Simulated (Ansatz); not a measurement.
**C2H6InS radical: one molecule under many settings**

How do the results and run time of C2H6InS radical respond when the settings are drawn wide?

The runs use Ansatz 0.2.0, Gaussian basis; the settings change from run to run.

### 1 The relaxed structure

The structure was relaxed beforehand with PBE0-D4 in a triple-zeta def2 set. In takes a core potential in def2 sets; no spin-orbit term is included.

SMILES `[CH2][In]([CH3])[SH]`, 10 atoms, charge 0, spin multiplicity 2.

Atoms are counted from 1 here; the program's logs count them from 0.

Bond lengths: C1–In2 2.111 Å, C1–H5 1.087 Å, C1–H6 1.087 Å, In2–C3 2.140 Å, In2–S4 2.404 Å, C3–H7 1.091 Å, C3–H8 1.091 Å, C3–H9 1.090 Å, S4–H10 1.343 Å. Angles: In2–C1–H5 122.5°, In2–C1–H6 123.5°, H5–C1–H6 114.1°, C1–In2–C3 130.3°, C1–In2–S4 114.4°, C3–In2–S4 115.3°, In2–C3–H7 109.4°, In2–C3–H8 109.5°, In2–C3–H9 111.3°, H7–C3–H8 108.2°, H7–C3–H9 109.2°, H8–C3–H9 109.2°, In2–S4–H10 94.2°.

### 2 B97M-V/def2-TZVP

Options: high accuracy.

in.yaml

```yaml
crystal:
  periodic: [false, false, false]
  atoms:
    - {symbol: C, position_ang: [-1.458262, 1.292306, 0.733578]}
    - {symbol: In, position_ang: [-0.013790, 0.084485, -0.221173]}
    - {symbol: C, position_ang: [1.226527, -1.471330, 0.566229]}
    - {symbol: S, position_ang: [0.273135, 0.542079, -2.563684]}
    - {symbol: H, position_ang: [-2.022902, 2.055569, 0.204652]}
    - {symbol: H, position_ang: [-1.704668, 1.210657, 1.789077]}
    - {symbol: H, position_ang: [2.274784, -1.190606, 0.454020]}
    - {symbol: H, position_ang: [1.057985, -2.390634, 0.003819]}
    - {symbol: H, position_ang: [1.015332, -1.651263, 1.620012]}
    - {symbol: H, position_ang: [-0.648131, 1.518757, -2.586529]}
basis:
  gaussian: {orbitals: def2-TZVP}
magnetization: {spin_polarized: true, initial_magnetization: 1}
hamiltonian: {xc: {name: B97M-V}}
accuracy: high
output: {forces: true}
```

On the command line:

```console
> ansatz run in.yaml --threads 4 --pin off --events-out ev --progress --plain --max-ram 10444MiB
```

Output (excerpt; [...] marks lines left out):

```text
Functional definition: B97M-V
  name "B97M-V"
  cite "Mardirossian & Head-Gordon, J. Chem. Phys. 142, 074111 (2015) doi:10.1063/1.4907719"
  cite "Becke, J. Chem. Phys. 107, 8554 (1997) doi:10.1063/1.475007"
  cite "Vydrov & Van Voorhis, J. Chem. Phys. 133, 244103 (2010) doi:10.1063/1.3521275"
  # Of w^i u^j: cxij and so on, Table III.
[...]
  gx(w, u) = cx00 + cx01*u + cx02*u^2 + (cx10 + cx11*u)*w
  gss(w, u) = css00 + css02*u^2 + css10*w + (css32*w^3 + css42*w^4)*u^2
  gos(w, u) = cos00 + cos01*u + cos03*u^3 + cos10*w + cos32*w^3*u^2
[...]
      + integral(e_c_pw_mod_opposite_spin*gos(b97_w_opposite, b97_u_opposite)) + vv10(b, c)
3496 factors; integrals over basis functions are off by at most 1.7e-8 eV
[...]
mean field -18178.71106648 eV, -668.0553097202 hartree, gradient 1.7e-8 eV, S^2 0.755828; 0 other end points of the search recorded, 0 dependent functions left out
[...]
reference -18178.71107496 eV, -668.0553100320 hartree; 28, 27 occupied and 157, 158 virtual orbitals, 3496 factors
Total energy: -18178.71107496 eV, -668.0553100320 hartree
Atom 0 at    -1.458262     1.292306     0.733578 Å, force    -0.176091     0.147484     0.117766 eV/Å
Atom 1 at    -0.013790     0.084485    -0.221173 Å, force     0.000019    -0.006684     0.017021 eV/Å
Atom 2 at     1.226527    -1.471330     0.566229 Å, force     0.148665    -0.183662     0.088962 eV/Å
Atom 3 at     0.273135     0.542079    -2.563684 Å, force    -0.019650     0.080869    -0.185689 eV/Å
Atom 4 at    -2.022902     2.055569     0.204652 Å, force     0.047058    -0.089109     0.123122 eV/Å
Atom 5 at    -1.704668     1.210657     1.789077 Å, force    -0.008760     0.058110    -0.153057 eV/Å
Atom 6 at     2.274784    -1.190606     0.454020 Å, force    -0.138420    -0.071359     0.034688 eV/Å
Atom 7 at     1.057985    -2.390634     0.003819 Å, force     0.046899     0.112263     0.102647 eV/Å
Atom 8 at     1.015332    -1.651263     1.620012 Å, force     0.059245    -0.002517    -0.152426 eV/Å
Atom 9 at    -0.648131     1.518757    -2.586529 Å, force     0.041035    -0.045394     0.006964 eV/Å
Dipole moment:    -0.133578    -0.004707     0.450020 e Å
```

It took 53 s on 4 threads of Arm Neoverse V2, shared host; peak memory 1.8 GiB.

Largest force 0.258 eV/Å, dipole 2.25 D, ⟨S²⟩ 0.756.

### 3 LC-wPBE/def2-TZVPP

Set apart from the defaults: restricted open-shell orbitals.

in.yaml: that of step 2 with these lines changed.

```diff
@@ -14,6 +14,4 @@
 basis:
-  gaussian: {orbitals: def2-TZVP}
-magnetization: {spin_polarized: true, initial_magnetization: 1}
-hamiltonian: {xc: {name: B97M-V}}
-accuracy: high
-output: {forces: true}
+  gaussian: {orbitals: def2-TZVPP}
+magnetization: {spin_polarized: false, initial_magnetization: 1}
+hamiltonian: {xc: {name: LC-wPBE}}
```

The command is unchanged.

Output (excerpt; [...] marks lines left out):

```text
Functional definition: LC-wPBE
  name "LC-wPBE"
  cite "Vydrov & Scuseria, J. Chem. Phys. 125, 234109 (2006) doi:10.1063/1.2409292"
  cite "Heyd & Scuseria, J. Chem. Phys. 120, 7274 (2004) doi:10.1063/1.1668634"
  cite "Ernzerhof & Perdew, J. Chem. Phys. 109, 3313 (1998) doi:10.1063/1.476928"
  cite "Perdew, Burke & Ernzerhof, Phys. Rev. Lett. 77, 3865 (1996) doi:10.1103/PhysRevLett.77.3865"
  parent pbe
[...]
1386 factors; their error is unknown
459 factors; integrals over basis functions are off by at most 2.3e-5 eV
[...]
mean field -18177.84017195 eV, -668.0233049365 hartree, gradient 3.7e-5 eV, S^2 0.750000; 0 other end points of the search recorded, 0 dependent functions left out
reference -18177.84017196 eV, -668.0233049368 hartree; 28, 27 occupied and 210, 211 virtual orbitals, 1386 factors
Total energy: -18177.84017196 eV, -668.0233049368 hartree
```

It took 3.5 s on 4 threads of Arm Neoverse V2, shared host.

### 4 PBE/ANO-RCC-VTZP

This run has multiplicity 4.

in.yaml: that of step 3 with these lines changed.

```diff
@@ -14,4 +14,4 @@
 basis:
-  gaussian: {orbitals: def2-TZVPP}
-magnetization: {spin_polarized: false, initial_magnetization: 1}
-hamiltonian: {xc: {name: LC-wPBE}}
+  gaussian: {orbitals: ANO-RCC-VTZP}
+magnetization: {spin_polarized: true, initial_magnetization: 3}
+hamiltonian: {xc: {name: PBE}}
```

Launched as before.

Output (excerpt; [...] marks lines left out):

```text
Functional definition: PBE
  name "PBE"
  cite "Perdew, Burke & Ernzerhof, Phys. Rev. Lett. 77, 3865 (1996) doi:10.1103/PhysRevLett.77.3865"
  parent pbe
[...]
1726 factors; their error is unknown
[...]
mean field -173042.68895660 eV, -6359.2015266078 hartree, gradient 2.6e-6 eV, S^2 3.757215; 10 other end points of the search recorded, 0 dependent functions left out
reference -173042.68903004 eV, -6359.2015293067 hartree; 43, 40 occupied and 203, 206 virtual orbitals, 1726 factors
Total energy: -173042.68903004 eV, -6359.2015293067 hartree
Relativity: scalar
```

Run time: 59 s. Hardware: 4 threads of Arm Neoverse V2, shared host; peak memory 1.4 GiB.

⟨S²⟩ 3.757.

### 5 r2SCAN0/x2c-TZVPPall

Set apart from the defaults: D4 dispersion.

in.yaml: that of step 4 with these lines changed.

```diff
@@ -14,4 +14,5 @@
 basis:
-  gaussian: {orbitals: ANO-RCC-VTZP}
-magnetization: {spin_polarized: true, initial_magnetization: 3}
-hamiltonian: {xc: {name: PBE}}
+  gaussian: {orbitals: x2c-TZVPPall}
+magnetization: {spin_polarized: true, initial_magnetization: 1}
+hamiltonian: {xc: {name: r2SCAN0}, dispersion: d4}
+output: {forces: true}
```

Launched as before.

Output (excerpt; [...] marks lines left out):

```text
Functional definition: r2SCAN0
  name "r2SCAN0"
  cite "Bursch, Neugebauer, Ehlert & Grimme, J. Chem. Phys. 156, 134105 (2022) doi:10.1063/5.0086040"
  cite "Furness, Kaplan, Ning, Perdew & Sun, J. Phys. Chem. Lett. 11, 8208 (2020) doi:10.1021/acs.jpclett.0c02405"
  cite "Furness, Kaplan, Ning, Perdew & Sun, J. Phys. Chem. Lett. 11, 9248 (2020) doi:10.1021/acs.jpclett.0c03077"
  parent r2scan
[...]
1703 factors; their error is unknown
[...]
mean field -173067.22368750 eV, -6360.1031613380 hartree, gradient 4.6e-5 eV, S^2 0.757883; 0 other end points of the search recorded, 0 dependent functions left out
[...]
reference -173067.22370030 eV, -6360.1031618084 hartree; 42, 41 occupied and 206, 207 virtual orbitals, 1703 factors
Total energy: -173067.28219400 eV, -6360.1053114125 hartree
Relativity: scalar
Atom 0 at    -1.458262     1.292306     0.733578 Å, force    -0.117371     0.096264     0.085455 eV/Å
Atom 1 at    -0.013790     0.084485    -0.221173 Å, force     0.008404    -0.000919    -0.026376 eV/Å
Atom 2 at     1.226527    -1.471330     0.566229 Å, force     0.070059    -0.088168     0.045760 eV/Å
Atom 3 at     0.273135     0.542079    -2.563684 Å, force    -0.112083     0.107293     0.033023 eV/Å
Atom 4 at    -2.022902     2.055569     0.204652 Å, force     0.095656    -0.132109     0.098217 eV/Å
Atom 5 at    -1.704668     1.210657     1.789077 Å, force     0.035268     0.022980    -0.187148 eV/Å
Atom 6 at     2.274784    -1.190606     0.454020 Å, force    -0.170621    -0.053922     0.023157 eV/Å
Atom 7 at     1.057985    -2.390634     0.003819 Å, force     0.033216     0.147777     0.097934 eV/Å
Atom 8 at     1.015332    -1.651263     1.620012 Å, force     0.045416     0.022001    -0.180104 eV/Å
Atom 9 at    -0.648131     1.518757    -2.586529 Å, force     0.112057    -0.121198     0.010082 eV/Å
Dipole moment:    -0.131611    -0.013719     0.471493 e Å
```

Wall time 12 s (4 threads of Arm Neoverse V2, shared host); peak memory 1.2 GiB.

Largest force 0.192 eV/Å, dipole 2.35 D, ⟨S²⟩ 0.758.

### 6 r2SCAN0/def2-SVP

Set apart from the defaults: multiplicity 4, restricted open-shell orbitals.

in.yaml: that of step 5 with these lines changed.

```diff
@@ -14,5 +14,5 @@
 basis:
-  gaussian: {orbitals: x2c-TZVPPall}
-magnetization: {spin_polarized: true, initial_magnetization: 1}
-hamiltonian: {xc: {name: r2SCAN0}, dispersion: d4}
+  gaussian: {orbitals: def2-SVP}
+magnetization: {spin_polarized: false, initial_magnetization: 3}
+hamiltonian: {xc: {name: r2SCAN0}}
 output: {forces: true}
```

Launched as before.

Output (excerpt; [...] marks lines left out):

```text
Functional definition: r2SCAN0
  name "r2SCAN0"
  cite "Bursch, Neugebauer, Ehlert & Grimme, J. Chem. Phys. 156, 134105 (2022) doi:10.1063/5.0086040"
  cite "Furness, Kaplan, Ning, Perdew & Sun, J. Phys. Chem. Lett. 11, 8208 (2020) doi:10.1021/acs.jpclett.0c02405"
  cite "Furness, Kaplan, Ning, Perdew & Sun, J. Phys. Chem. Lett. 11, 9248 (2020) doi:10.1021/acs.jpclett.0c03077"
  parent r2scan
[...]
1108 factors; integrals over basis functions are off by at most 1.4e-3 eV
[...]
mean field -18168.30245742 eV, -667.6728003923 hartree, gradient 5.5e-6 eV, S^2 3.750000; 16 other end points of the search recorded, 0 dependent functions left out
[...]
reference -18168.30247274 eV, -667.6728009554 hartree; 29, 26 occupied and 73, 76 virtual orbitals, 1108 factors
Total energy: -18168.30247274 eV, -667.6728009554 hartree
Atom 0 at    -1.458262     1.292306     0.733578 Å, force    -0.813535     0.575561     0.112532 eV/Å
Atom 1 at    -0.013790     0.084485    -0.221173 Å, force    -0.032558    -0.724503     2.316564 eV/Å
Atom 2 at     1.226527    -1.471330     0.566229 Å, force     0.787063    -0.368149    -0.299071 eV/Å
Atom 3 at     0.273135     0.542079    -2.563684 Å, force     0.156654     0.139133    -2.319024 eV/Å
Atom 4 at    -2.022902     2.055569     0.204652 Å, force    -0.069299     0.157562    -0.099965 eV/Å
Atom 5 at    -1.704668     1.210657     1.789077 Å, force     0.108955    -0.138930     0.113870 eV/Å
Atom 6 at     2.274784    -1.190606     0.454020 Å, force     0.102862    -0.010231     0.112622 eV/Å
Atom 7 at     1.057985    -2.390634     0.003819 Å, force    -0.120538    -0.118644    -0.048393 eV/Å
Atom 8 at     1.015332    -1.651263     1.620012 Å, force    -0.201651     0.165637     0.118773 eV/Å
Atom 9 at    -0.648131     1.518757    -2.586529 Å, force     0.082047     0.322564    -0.007909 eV/Å
Dipole moment:    -0.024835     0.205986    -0.599325 e Å
```

Run time: 21 s. Hardware: 4 threads of Arm Neoverse V2, shared host.

Largest force 2.427 eV/Å, dipole 3.05 D.

### 7 PBE0-DH/ANO-RCC-VTZP

in.yaml: that of step 6 with these lines changed.

```diff
@@ -14,5 +14,4 @@
 basis:
-  gaussian: {orbitals: def2-SVP}
-magnetization: {spin_polarized: false, initial_magnetization: 3}
-hamiltonian: {xc: {name: r2SCAN0}}
-output: {forces: true}
+  gaussian: {orbitals: ANO-RCC-VTZP}
+magnetization: {spin_polarized: true, initial_magnetization: 1}
+hamiltonian: {xc: {name: PBE0-DH}}
```

Same command.

Output (excerpt; [...] marks lines left out):

```text
Functional definition: PBE0-DH
  name "PBE0-DH"
  cite "Brémond & Adamo, J. Chem. Phys. 135, 024106 (2011) doi:10.1063/1.3604569"
  cite "Perdew, Burke & Ernzerhof, Phys. Rev. Lett. 77, 3865 (1996) doi:10.1103/PhysRevLett.77.3865"
[...]
1598 factors; integrals over basis functions are off by at most 1.6e-3 eV
[...]
mean field -173041.30285086 eV, -6359.1505881613 hartree, gradient 6.1e-6 eV, S^2 0.756798; 0 other end points of the search recorded, 0 dependent functions left out
25 core orbitals not correlated: weight in the atoms' cores, before any rotation towards them, 1.000 or more for the frozen orbitals, at most 0.000 for the correlated occupied ones
reference -173041.30288775 eV, -6359.1505895171 hartree; 17, 16 occupied and 204, 205 virtual orbitals, 1598 factors
second order -32.72429553 eV of doubles, -0.00000000 eV of singles
Total energy: -173045.39342469 eV, -6359.3009139770 hartree
Relativity: scalar
```

Run time: 18 s. Hardware: 4 threads of Arm Neoverse V2, shared host; peak memory 1.2 GiB.

⟨S²⟩ 0.757.

### 8 r2SCAN0/def2-mTZVPP

This run has D3(BJ) with three-body dispersion, relativity set to none, high accuracy, the search for lower states set to full.

in.yaml: that of step 7 with these lines changed.

```diff
@@ -14,4 +14,6 @@
 basis:
-  gaussian: {orbitals: ANO-RCC-VTZP}
+  gaussian: {orbitals: def2-mTZVPP}
 magnetization: {spin_polarized: true, initial_magnetization: 1}
-hamiltonian: {xc: {name: PBE0-DH}}
+hamiltonian: {xc: {name: r2SCAN0}, dispersion: d3bjatm, pseudopotentials: {relativity: none}}
+accuracy: high
+scf: {lower_state_search: full}
```

Launched as before.

Output (excerpt; [...] marks lines left out):

```text
Functional definition: r2SCAN0
  name "r2SCAN0"
  cite "Bursch, Neugebauer, Ehlert & Grimme, J. Chem. Phys. 156, 134105 (2022) doi:10.1063/5.0086040"
  cite "Furness, Kaplan, Ning, Perdew & Sun, J. Phys. Chem. Lett. 11, 8208 (2020) doi:10.1021/acs.jpclett.0c02405"
  cite "Furness, Kaplan, Ning, Perdew & Sun, J. Phys. Chem. Lett. 11, 9248 (2020) doi:10.1021/acs.jpclett.0c03077"
  parent r2scan
[...]
2866 factors; integrals over basis functions are off by at most 2.5e-8 eV
[...]
mean field -18179.85958425 eV, -668.0975169698 hartree, gradient 7.7e-8 eV, S^2 0.757187; 3 other end points of the search recorded, 0 dependent functions left out
reference -18179.85958805 eV, -668.0975171093 hartree; 28, 27 occupied and 103, 104 virtual orbitals, 2866 factors
Total energy: -18179.93083382 eV, -668.1001353433 hartree
```

Run time: 30 s. Hardware: 4 threads of Arm Neoverse V2, shared host; peak memory 1.1 GiB.

⟨S²⟩ 0.757.

### 9 r2SCAN0/def2-mTZVPP

Set apart from the defaults: D3(BJ) dispersion.

in.yaml: that of step 8 with these lines changed.

```diff
@@ -16,4 +16,3 @@
 magnetization: {spin_polarized: true, initial_magnetization: 1}
-hamiltonian: {xc: {name: r2SCAN0}, dispersion: d3bjatm, pseudopotentials: {relativity: none}}
-accuracy: high
-scf: {lower_state_search: full}
+hamiltonian: {xc: {name: r2SCAN0}, dispersion: d3bj}
+output: {forces: true}
```

The command is unchanged.

Output (excerpt; [...] marks lines left out):

```text
Warning: the engine holds no damping parameters fitted to this dispersion correction and functional, so the run takes those fitted to r2scan0 beside the three-body term, which d3bj leaves out (hamiltonian.dispersion, under Limitations)
Functional definition: r2SCAN0
  name "r2SCAN0"
  cite "Bursch, Neugebauer, Ehlert & Grimme, J. Chem. Phys. 156, 134105 (2022) doi:10.1063/5.0086040"
  cite "Furness, Kaplan, Ning, Perdew & Sun, J. Phys. Chem. Lett. 11, 8208 (2020) doi:10.1021/acs.jpclett.0c02405"
  cite "Furness, Kaplan, Ning, Perdew & Sun, J. Phys. Chem. Lett. 11, 9248 (2020) doi:10.1021/acs.jpclett.0c03077"
  parent r2scan
[...]
1323 factors; integrals over basis functions are off by at most 1.3e-3 eV
[...]
mean field -18179.85957502 eV, -668.0975166305 hartree, gradient 3.6e-5 eV, S^2 0.757186; 0 other end points of the search recorded, 0 dependent functions left out
[...]
reference -18179.85958978 eV, -668.0975171729 hartree; 28, 27 occupied and 103, 104 virtual orbitals, 1323 factors
Total energy: -18179.93105120 eV, -668.1001433318 hartree
Atom 0 at    -1.458262     1.292306     0.733578 Å, force    -0.131437     0.110234     0.088018 eV/Å
Atom 1 at    -0.013790     0.084485    -0.221173 Å, force     0.017068    -0.027510     0.025167 eV/Å
Atom 2 at     1.226527    -1.471330     0.566229 Å, force     0.053356    -0.061183     0.023284 eV/Å
Atom 3 at     0.273135     0.542079    -2.563684 Å, force    -0.034463     0.048810    -0.038070 eV/Å
Atom 4 at    -2.022902     2.055569     0.204652 Å, force     0.068321    -0.093656     0.067965 eV/Å
Atom 5 at    -1.704668     1.210657     1.789077 Å, force     0.029481     0.012435    -0.135477 eV/Å
Atom 6 at     2.274784    -1.190606     0.454020 Å, force    -0.109007    -0.051827     0.025237 eV/Å
Atom 7 at     1.057985    -2.390634     0.003819 Å, force     0.033284     0.089163     0.077178 eV/Å
Atom 8 at     1.015332    -1.651263     1.620012 Å, force     0.038786     0.005708    -0.119831 eV/Å
Atom 9 at    -0.648131     1.518757    -2.586529 Å, force     0.034611    -0.032174    -0.013471 eV/Å
Dipole moment:    -0.138232    -0.009427     0.480441 e Å
```

Run time: 4.7 s. Hardware: 4 threads of Arm Neoverse V2, shared host.

Largest force 0.193 eV/Å, dipole 2.40 D, ⟨S²⟩ 0.757.

### 10 r2SCANh/def2-TZVP

This run has multiplicity 4, restricted open-shell orbitals, a grid of angular degree 47, high accuracy.

in.yaml: that of step 9 with these lines changed.

```diff
@@ -14,5 +14,6 @@
 basis:
-  gaussian: {orbitals: def2-mTZVPP}
-magnetization: {spin_polarized: true, initial_magnetization: 1}
-hamiltonian: {xc: {name: r2SCAN0}, dispersion: d3bj}
+  gaussian: {orbitals: def2-TZVP, final_grid: {core_spheres: 20, valence_spheres: 16, degree: 47}}
+magnetization: {spin_polarized: false, initial_magnetization: 3}
+hamiltonian: {xc: {name: r2SCANh}}
+accuracy: high
 output: {forces: true}
```

Launched as before.

Output (excerpt; [...] marks lines left out):

```text
Functional definition: r2SCANh
  name "r2SCANh"
  cite "Bursch, Neugebauer, Ehlert & Grimme, J. Chem. Phys. 156, 134105 (2022) doi:10.1063/5.0086040"
  cite "Furness, Kaplan, Ning, Perdew & Sun, J. Phys. Chem. Lett. 11, 8208 (2020) doi:10.1021/acs.jpclett.0c02405"
  cite "Furness, Kaplan, Ning, Perdew & Sun, J. Phys. Chem. Lett. 11, 9248 (2020) doi:10.1021/acs.jpclett.0c03077"
  parent r2scan
[...]
3496 factors; integrals over basis functions are off by at most 1.7e-8 eV
[...]
mean field -18175.60176536 eV, -667.9410450117 hartree, gradient 3.9e-8 eV, S^2 3.750000; 12 other end points of the search recorded, 0 dependent functions left out
[...]
reference -18175.60177457 eV, -667.9410453500 hartree; 29, 26 occupied and 156, 159 virtual orbitals, 3496 factors
Total energy: -18175.60177457 eV, -667.9410453500 hartree
Atom 0 at    -1.458262     1.292306     0.733578 Å, force    -1.062946     0.615481     0.616909 eV/Å
Atom 1 at    -0.013790     0.084485    -0.221173 Å, force    -0.033180    -0.363361     1.113329 eV/Å
Atom 2 at     1.226527    -1.471330     0.566229 Å, force     1.107955    -0.800279     0.236510 eV/Å
Atom 3 at     0.273135     0.542079    -2.563684 Å, force    -0.030366     0.036897    -1.681509 eV/Å
Atom 4 at    -2.022902     2.055569     0.204652 Å, force     0.161082    -0.061042    -0.138027 eV/Å
Atom 5 at    -1.704668     1.210657     1.789077 Å, force     0.191611    -0.135173    -0.123750 eV/Å
Atom 6 at     2.274784    -1.190606     0.454020 Å, force    -0.148009     0.082692     0.074407 eV/Å
Atom 7 at     1.057985    -2.390634     0.003819 Å, force    -0.234275     0.149053    -0.054544 eV/Å
Atom 8 at     1.015332    -1.651263     1.620012 Å, force    -0.174410     0.225379    -0.098180 eV/Å
Atom 9 at    -0.648131     1.518757    -2.586529 Å, force     0.222538     0.250353     0.054854 eV/Å
Dipole moment:    -0.024119     0.085604    -0.214438 e Å
```

Run time: 61 s. Hardware: 4 threads of Arm Neoverse V2, shared host; peak memory 1.3 GiB.

Largest force 1.682 eV/Å, dipole 1.12 D.

### 11 The runs in one table

```
               level  charge  multiplicity  geometry  functions  energy (eV)   time
    B97M-V/def2-TZVP       0             2   relaxed        185   -18178.711   53 s
  LC-wPBE/def2-TZVPP       0             2   relaxed        238   -18177.840  3.5 s
    PBE/ANO-RCC-VTZP       0             4   relaxed        246  -173042.689   59 s
r2SCAN0/x2c-TZVPPall       0             2   relaxed        248  -173067.282   12 s
    r2SCAN0/def2-SVP       0             4   relaxed        102   -18168.302   21 s
PBE0-DH/ANO-RCC-VTZP       0             2   relaxed        246  -173045.393   18 s
 r2SCAN0/def2-mTZVPP       0             2   relaxed        131   -18179.931   30 s
 r2SCAN0/def2-mTZVPP       0             2   relaxed        131   -18179.931  4.7 s
   r2SCANh/def2-TZVP       0             4   relaxed        185   -18175.602   61 s
```

### 12 Results

| quantity | value |
| --- | --- |
| runs | 9 |
| quickest | LC-wPBE/def2-TZVPP, 3.5 s |
| slowest | r2SCANh/def2-TZVP, 61 s |
| spread of total energies, same state and geometry | 154889.4 eV |
| dipole, same state and geometry | 2.25 to 2.40 D |

r2SCANh/def2-TZVP took 17 times as long as LC-wPBE/def2-TZVPP. The jobs differ in tasks and options as well as level. The totals spread over 154889 eV; they can't be compared across methods or bases. Some of these runs are scalar-relativistic and others not, which shifts the totals of all-electron atoms past neon by eV; core potentials, where a basis has them, take the core out of the total altogether. At the PBE0-D4/def2-TZVP geometry and in the same state, runs without warnings or point charges leave forces up to 0.26 eV/Å (B97M-V/def2-TZVP). At that geometry and state the dipole changes by 7 % between the lowest and highest value.
